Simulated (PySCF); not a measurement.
**C₆H₁₃NSi₂: geometry, NMR shifts**

What NMR shifts should C₆H₁₃NSi₂ (`[SiH3]N([SiH3])[C@@H]1C=C[C@H]2C[C@@H]12`) show?

The runs use PySCF 2.14.0, with density-fitted response routines of our own; the level of theory stands in each step. All values are computed, except where a source is named. Atoms count from 0, in the outputs and in this text.

### 1 The molecule as given

22 atoms, charge 0, multiplicity 1; geometry from: GFN2-xTB. The atoms were then displaced at random by about 0.01 Å, so the start is not that level's minimum.

Bonds of the start (Å): Si0–N1 1.75, N1–Si2 1.74, N1–C3 1.49, C3–C4 1.51, C4–C5 1.33, C5–C6 1.48, C6–C7 1.52, C7–C8 1.52, C8–C3 1.52, C8–C6 1.52, Si0–H9 1.49, Si0–H10 1.45, Si0–H11 1.46, Si2–H12 1.46, Si2–H13 1.48, Si2–H14 1.46, C3–H15 1.09, C4–H16 1.06, C5–H17 1.07, C6–H18 1.08, C7–H19 1.06, C7–H20 1.06, C8–H21 1.04.

### 2 Optimising the geometry at PBE0-D3(BJ)/def2-SVP

Job settings and geometry (Å):

```
{"job": {"xc": "PBE0", "basis": "def2-SVP", "d3": "d3bj", "grid": 1, "shake": 0.01, "kind": "geom"}, "charge": 0, "multiplicity": 1}
Si    -1.778800    -1.018170     0.983060
N     -1.334150     0.239420    -0.151100
Si    -2.236290     1.683040    -0.532620
C      0.063650     0.179430    -0.660890
C      0.455540    -1.233220    -1.003130
C      1.493650    -1.624780    -0.273970
C      1.996100    -0.557800     0.618880
C      2.506200     0.675250    -0.106560
C      1.070340     0.621480     0.385180
H     -3.085580    -0.567420     1.536210
H     -1.951120    -2.279980     0.294950
H     -0.801280    -1.122770     2.056260
H     -3.634640     1.446160    -0.177930
H     -1.703520     2.850100     0.212030
H     -2.063400     1.913590    -1.962990
H      0.088500     0.822590    -1.546550
H     -0.061280    -1.784750    -1.743790
H      1.958100    -2.591550    -0.309730
H      2.389240    -0.814750     1.590130
H      2.661590     0.597920    -1.156110
H      3.158600     1.318840     0.416380
H      0.743460     1.251740     1.145030
```

Run with:

```console
$ OMP_NUM_THREADS=1 python probes_run.py task.json out
```

This one command runs all jobs of the session in turn.

Output:

```text
step   0  E = -869.20061380  max force = 0.041360
step   1  E = -869.21083454  max force = 0.010512
step   2  E = -869.21130378  max force = 0.001996
step   3  E = -869.21127768  max force = 0.004445
step   4  E = -869.21136026  max force = 0.000835
step   5  E = -869.21136501  max force = 0.000432
optimisation converged
```

Wall time 2.4 min (1 thread of Arm Neoverse V1, shared host); peak memory 0.88 GiB.

Step by step:

| step | energy from step 0 (eV) | largest force component (eV/Å) |
| --- | --- | --- |
| 0 | 0.0000 | 2.1268 |
| 1 | -0.2781 | 0.5405 |
| 2 | -0.2909 | 0.1026 |
| 3 | -0.2902 | 0.2286 |
| 4 | -0.2924 | 0.0429 |
| 5 | -0.2926 | 0.0222 |

Distances of close pairs at the start and the end, largest changes first:

| bond | before (Å) | after (Å) | change (Å) |
| --- | --- | --- | --- |
| C8–H21 | 1.040 | 1.094 | +0.054 |
| Si0–H10 | 1.448 | 1.495 | +0.048 |
| Si0–H11 | 1.455 | 1.496 | +0.040 |
| C7–H20 | 1.055 | 1.094 | +0.039 |
| Si2–H14 | 1.459 | 1.497 | +0.038 |
| C4–H16 | 1.058 | 1.092 | +0.034 |
| C7–H19 | 1.064 | 1.095 | +0.031 |
| Si2–H12 | 1.462 | 1.491 | +0.029 |

The end geometry stands in the next job.

```
                         at the end point                value
  point group (found at 0.08 Å tolerance)                   C1
rotational constants (GHz, main isotopes)  1.908, 0.883, 0.717
                        dipole moment (D)                 1.38
```

### 3 NMR shieldings: PBE0/pcSseg-1 in dichloromethane

Job settings and geometry (Å):

```
{"job": {"kind": "nmr", "xc": "PBE0", "basis": "pcSseg-1", "solvent": "dichloromethane", "pop": true}, "charge": 0, "multiplicity": 1}
Si    -1.753898    -1.080287     0.603102
N     -1.247389     0.183008    -0.504003
Si    -2.185591     1.614427    -0.852419
C      0.117246     0.137663    -1.041223
C      0.547435    -1.270067    -1.388245
C      1.572948    -1.679493    -0.627025
C      2.066025    -0.597719     0.261661
C      2.607080     0.606745    -0.472018
C      1.178489     0.589735    -0.035854
H     -3.055215    -0.630227     1.181101
H     -1.964533    -2.402014    -0.063267
H     -0.773069    -1.275906     1.715280
H     -3.603205     1.376228    -0.457306
H     -1.688248     2.834568    -0.134856
H     -2.101149     1.907756    -2.318139
H      0.153337     0.775473    -1.945834
H      0.054679    -1.853913    -2.168881
H      2.034933    -2.668409    -0.677919
H      2.433739    -0.825659     1.265927
H      2.836330     0.485386    -1.535715
H      3.284461     1.271800     0.071145
H      0.858740     1.268248     0.759860
```

Level: GIAO PBE0/pcSseg-1 NMR shielding, non-relativistic, IEF-PCM dichloromethane.

Output:

```text
coarse grid: 18888 points
cycle   1  E = -869.4217933446  dE =  1.094e+00  |g| = 4.395e-01  |ddm| = 4.280e+00
cycle   2  E = -869.3952032063  dE =  2.659e-02  |g| = 5.660e-01  |ddm| = 9.522e-01
cycle   3  E = -869.4672808009  dE = -7.208e-02  |g| = 8.697e-02  |ddm| = 5.970e-01
cycle   4  E = -869.4686148864  dE = -1.334e-03  |g| = 3.858e-02  |ddm| = 1.163e-01
cycle   5  E = -869.4689636781  dE = -3.488e-04  |g| = 7.950e-03  |ddm| = 4.285e-02
cycle   6  E = -869.4689743905  dE = -1.071e-05  |g| = 3.681e-03  |ddm| = 9.439e-03
cycle   7  E = -869.4689777077  dE = -3.317e-06  |g| = 5.337e-04  |ddm| = 3.178e-03
final grid: 171928 points
cycle   8  E = -869.5203647255  dE = -4.096e-05  |g| = 7.686e-03  |ddm| = 4.257e-02
cycle   9  E = -869.5203542456  dE =  1.048e-05  |g| = 1.023e-02  |ddm| = 1.874e-02
cycle  10  E = -869.5203798763  dE = -2.563e-05  |g| = 1.160e-03  |ddm| = 1.075e-02
cycle  11  E = -869.5203801514  dE = -2.751e-07  |g| = 3.619e-04  |ddm| = 1.310e-03
cycle  12  E = -869.5203801805  dE = -2.911e-08  |g| = 7.862e-05  |ddm| = 4.180e-04
cycle  13  E = -869.5203801817  dE = -1.189e-09  |g| = 3.247e-05  |ddm| = 9.451e-05
cycle  14  E = -869.5203801820  dE = -2.535e-10  |g| = 6.870e-06  |ddm| = 3.211e-05
converged SCF energy = -869.5203801820

GIAO shielding tensors (ppm)
atom      isotropic    diamagn.    paramagn.     s11        s22        s33       span
  0 Si     406.535     879.746    -473.212    367.595    381.256    470.753    103.158
  1 N      240.963     328.305     -87.342    208.038    225.825    289.027     80.989
  2 Si     396.372     879.508    -483.135    338.805    372.279    478.033    139.228
  3 C      118.201     240.978    -122.777     93.953    122.922    137.729     43.776
  4 C       45.439     256.326    -210.887    -64.103     59.663    140.757    204.860
  5 C       33.392     253.401    -220.008    -74.901     31.429    143.649    218.550
  6 C      158.018     253.692     -95.675    115.329    149.977    208.747     93.417
  7 C      163.178     257.496     -94.319    132.599    160.219    196.715     64.117
  8 C      157.449     244.403     -86.954    127.639    135.976    208.731     81.093
  9 H       26.830      29.941      -3.111     23.170     25.658     31.663      8.493
 10 H       26.710      29.403      -2.693     22.876     24.766     32.487      9.611
 11 H       26.790      30.394      -3.604     22.484     26.321     31.565      9.080
 12 H       26.502      28.783      -2.281     22.736     25.140     31.630      8.895
 13 H       26.425      29.079      -2.653     22.356     24.855     32.064      9.708
 14 H       26.601      28.781      -2.180     23.148     24.688     31.967      8.820
 15 H       27.445      31.871      -4.426     22.102     28.606     31.626      9.525
 16 H       25.487      32.093      -6.607     22.516     25.799     28.144      5.628
 17 H       24.683      30.289      -5.606     23.451     24.778     25.820      2.368
 18 H       29.188      31.331      -2.143     23.694     25.413     38.458     14.764
 19 H       31.430      31.466      -0.036     25.553     29.576     39.161     13.607
 20 H       30.121      30.703      -0.582     24.742     25.350     40.271     15.529
 21 H       29.562      31.567      -2.004     23.278     28.291     37.119     13.841
```

It took 58 s on 1 thread of Arm Neoverse V1, shared host; peak memory 1.2 GiB.

The references, computed at this level on geometries of the same kind, shield at (ppm): ¹H TMS 31.24, ¹³C TMS 185.3, ²⁹Si TMS 351.8, ¹⁵N NH3 268.2. Their shielding less the atom's gives the shift. The references are single molecules in the same continuum, so shifts against H2O, NH3, PH3, H3PO4 or CFCl3 are not on the usual liquid scales and can be off by tens of ppm. Atoms listed in one row are averaged.

| atoms | environment | σ (ppm) | δ (ppm) |
| --- | --- | --- | --- |
| C5 | alkene CH | 33.4 | 151.9 |
| C4 | alkene CH | 45.4 | 139.9 |
| C3 | allylic sp3 CH bonded to N | 118.2 | 67.1 |
| C8 | three-membered-ring carbon | 157.4 | 27.9 |
| C6 | three-membered-ring carbon | 158.0 | 27.3 |
| C7 | three-membered-ring carbon | 163.2 | 22.1 |
| H17 | hydrogen on an alkene CH | 24.68 | 6.56 |
| H16 | hydrogen on an alkene CH | 25.49 | 5.76 |
| H9, H10, H11, H12, H13, H14 | hydrogen on a silicon bonded to N | 26.64 | 4.60 |
| H15 | hydrogen on an allylic sp3 CH bonded to N | 27.44 | 3.80 |
| H18 | hydrogen on a three-membered-ring carbon | 29.19 | 2.05 |
| H21 | hydrogen on a three-membered-ring carbon | 29.56 | 1.68 |
| H20 | hydrogen on a three-membered-ring carbon | 30.12 | 1.12 |
| H19 | hydrogen on a three-membered-ring carbon | 31.43 | -0.19 |
| Si0, Si2 | silicon bonded to N, 3 H | 401.5 | -49.6 |
| N1 | nitrogen bonded to C, 2 Si | 241.0 | 27.2 |

Charges from the same density, by scheme (e):

```csv
atoms,Mulliken,IAO,Hirshfeld,ESP fit
"Si0, Si2",0.64,0.71,0.33,0.45
N1,-0.92,-0.76,-0.26,-0.43
C3,0.11,-0.01,0.02,0.03
C4,-0.19,-0.19,-0.06,-0.26
C5,-0.02,-0.14,-0.03,-0.22
C6,-0.22,-0.15,-0.05,0.09
C7,-0.11,-0.28,-0.09,-0.55
C8,-0.20,-0.15,-0.05,-0.03
```

Mayer bond orders: Si0–N1 0.91, N1–Si2 0.94, N1–C3 0.86, C3–C4 1.02, C4–C5 1.81, C5–C6 1.03, C6–C7 0.92, C7–C8 0.95, C8–C3 0.97, C8–C6 0.92.

Ring of atoms C3, C4, C5, C6, C8: NICS(0) -6.8, NICS(1) -5.4, NICS(1)zz -6.0 ppm (means of both faces; NICS(1) differs between them: -7.8 and -3.0).

Ring of atoms C6, C7, C8: NICS(0) -42.9, NICS(1) -8.9, NICS(1)zz -21.5 ppm (means of both faces).

In rings of three or four atoms NICS is ruled by the nearby σ bonds, so it says little on aromaticity.

### 4 Outcome

| quantity | value |
| --- | --- |
| point group | C1 |
| rotational constants (main isotopes) | 1.91, 0.88, 0.72 GHz |
| ¹³C shifts against TMS (PBE0/pcSseg-1, dichloromethane) | 151.9, 139.9, 67.1, 27.9, 27.3, 22.1 ppm |
| ¹H shifts against TMS (PBE0/pcSseg-1, dichloromethane, means over atoms taken as alike) | 6.56, 5.76, 4.60, 3.80, 2.05, 1.68, 1.12, -0.19 ppm |
| ²⁹Si shifts against TMS (PBE0/pcSseg-1, dichloromethane, means over atoms taken as alike) | -49.6 ppm |
| ¹⁵N shifts against NH3 (PBE0/pcSseg-1, dichloromethane) | 27.2 ppm |

The optimisation took 5 steps and gained 0.293 eV; among the close pairs (by a distance rule), C8–H21 changed most, from 1.040 to 1.094 Å. No frequency check was run at this level, so the end point may be a saddle. At PBE0/pcSseg-1: The largest span, 219 ppm, is at C5, where the paramagnetic term is -220 ppm.
